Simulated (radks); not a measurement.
# In¹¹⁺ in [Kr] 4d2: an all-electron calculation

What are the levels of the indium ion In11+, how large are its shells, and how does its energy divide?

The numbers are computed with radks (a radial shooting solver on a logarithmic mesh, Libxc functionals) version 1 (scalar-relativistic Kohn-Sham, r2SCAN, spin-unpolarised, spherical densities, finite nucleus), except any that are marked as measured or tabulated.

## (1) Starting point

- element: indium (Z = 49)
- charge: +11
- electrons: 38
- configuration: [Kr] 4d2
- nuclear rms radius: 4.6156 fm

The outer shells:

In¹¹⁺
```
[Kr] core
4d [↑ ][↑ ][  ][  ][  ]
```

## (2) The run

The run's settings:

```text
Z 49
configuration [Kr] 4d2 5s0 5p0 4f0 5d0
relativity scalar-relativistic
functional r2scan,r2scan
spin unpolarised
nucleus finite rms 4.6156 fm
c 137.035999084
```

Run with:

```
$ python run_ks.py task.json out
```

This one command runs every case of the session in turn.

What does the calculation give?

The runs gave:

| quantity | value |
| --- | --- |
| total energy | -5843.40669 hartree |
| exchange-correlation share of it | 2.60 % |
| −T/E | 1.0427 |
| highest occupied level | 4d, -212.49 eV |
| most extended occupied level | 4d, <r> = 0.921 bohr |
| radius at density 0.001 e/bohr³ | 2.08 bohr |
| maxima of the radial density | 4 |
| ionisation energy, NIST | 226 (theory) eV |

What this shows: 4 principal shells are occupied and 4 maxima appear in the radial density. −T/E is 1.043: with relativity the kinetic term as defined here no longer equals −E. The top level binds by 212.49 eV, 94 % of the NIST ionisation energy of 226 eV. Spin polarisation and multiplet splitting are left out. Spin-orbit splitting is averaged out at the scalar-relativistic level.
